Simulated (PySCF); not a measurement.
# O4Ru ([RuO4]-): the cost of one run

Computed with PySCF 2.14.0 and routines of our own; the level stands in each step. Atoms count from 0.

### 1 The starting structure

5 atoms, charge -1, states of the metal's open shell are computed; geometry from: model start, shaken.

### 2 Relaxing the molecule at PBE0-D3(BJ)/def2-TZVP

What the job is given:

```
{"job": {"xc": "PBE0", "basis": "def2-TZVP", "d3": "d3bj", "grid": 1, "maxiter": 45, "kind": "geom"}, "charge": -1, "metal": "Ru", "open_shell": "d1"}
Ru     0.000020     0.004480    -0.004110
O      0.991230     0.997770     0.989720
O     -1.003690    -0.984490     0.997210
O     -1.013900     1.011940    -0.999240
O      1.006170    -1.018550    -1.005030
```

Launch:

```sh
> OMP_NUM_THREADS=1 python lf_run.py task.json out
```

The driver reads the jobs from task.json and runs them one after another.

**Question.** How long does this first job take on 1 thread of Arm Neoverse V2, shared host, and how much memory does it need?

About 73 s, with a peak of 0.54 GiB.
